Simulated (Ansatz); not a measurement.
Task: a rigid scan of one bond length of C₂H₆OSi, SMILES C=C(O)[SiH3], with Ansatz's Python interface. Give the script and its output. Level of theory (for the species named): B3LYP, def2-SVP basis, multiplicity 1.

```xyz
10

C    -1.0677    0.8727   -0.7332
C     0.0113    0.2434   -0.4933
O     0.9836    0.2932   -1.4714
Si    0.3578   -0.7166    1.0766
H    -1.2249    1.4629   -1.6917
H    -1.9548    0.9595   -0.0574
H     1.8077   -0.2299   -1.1528
H    -0.6872   -1.7922    1.1933
H     0.2136    0.1836    2.3054
H     1.6437   -1.3277    1.0276
```

The script, `c2h6osi_scan.py`:
```python
# -*- coding: utf-8 -*-
"""Stretching a bond of C2H6OSi, the rest held rigid."""

import warnings

import ansatz as az
import numpy as np


def main():
    warnings.simplefilter("ignore", az.DeckWarning)

    geometry_ang = [
        ("C", (-1.0677, 0.8727, -0.7332)),
        ("C", (0.0113, 0.2434, -0.4933)),
        ("O", (0.9836, 0.2932, -1.4714)),
        ("Si", (0.3578, -0.7166, 1.0766)),
        ("H", (-1.2249, 1.4629, -1.6917)),
        ("H", (-1.9548, 0.9595, -0.0574)),
        ("H", (1.8077, -0.2299, -1.1528)),
        ("H", (-0.6872, -1.7922, 1.1933)),
        ("H", (0.2136, 0.1836, 2.3054)),
        ("H", (1.6437, -1.3277, 1.0276)),
    ]
    system = az.Crystal.molecule()
    for symbol, xyz in geometry_ang:
        system = system.atom(symbol, xyz)

    symbols = [site.symbol for site in system.cartesian_sites]
    start = np.array([site.position_ang for site in system.cartesian_sites])
    axis = (start[2] - start[1]) / np.linalg.norm(start[2] - start[1])
    moving = [2, 6]
    lengths, energies = [1.17, 1.27, 1.38, 1.52, 1.73, 2.07, 2.48, 3.04], []
    for length in lengths:
        xyz = start.copy()
        xyz[moving] += (length - np.linalg.norm(start[2] - start[1])) * axis
        point = az.Crystal.molecule()
        for symbol, place in zip(symbols, xyz):
            point = point.atom(symbol, place.tolist())
        calculation = (
            point.calculation()
            .basis(gaussian="def2-SVP")
            .functional("B3LYP")
            .spin("collinear")
        )
        summary = calculation.run(threads=1, backend="cpu").report
        energies.append(summary["free_energy_ev"])
        print(f"r = {length:6.3f} A  E = {energies[-1]:.5f} eV  <S^2> = {abs(summary['mean_field']['state']['spin_squared']):.3f}")

    print("energy above the lowest point (eV):", [round(e - min(energies), 3) for e in energies])


if __name__ == "__main__":
    main()
```

```console
$ python c2h6osi_scan.py
r =  1.170 A  E = -12088.52191 eV  <S^2> = 0.000
r =  1.270 A  E = -12089.62008 eV  <S^2> = 0.000
r =  1.380 A  E = -12089.96075 eV  <S^2> = 0.000
r =  1.520 A  E = -12089.72516 eV  <S^2> = 0.000
r =  1.730 A  E = -12088.84157 eV  <S^2> = 0.000
r =  2.070 A  E = -12087.28281 eV  <S^2> = 0.000
r =  2.480 A  E = -12086.11351 eV  <S^2> = 0.576
r =  3.040 A  E = -12085.65751 eV  <S^2> = 0.904
energy above the lowest point (eV): [1.439, 0.341, 0.0, 0.236, 1.119, 2.678, 3.847, 4.303]
```

What to keep in mind:
- Total energies depend on the basis set; only differences at equal settings carry meaning.
- The rest of the molecule is held rigid at a force-field or estimated start geometry, and the basis set is modest; single-reference methods fail as a bond breaks.
- The expectation value of S² is noticeably off S(S+1) in at least one run, so that state is spin-contaminated.
- b3lyp holds the VWN-RPA fit, as in Gaussian; the form of ORCA and Turbomole is b3lyp5.
- Run time: 25 s on 1 thread of AMD EPYC 9B45 (Zen 5) (shared host), peak memory 0.32 GiB.
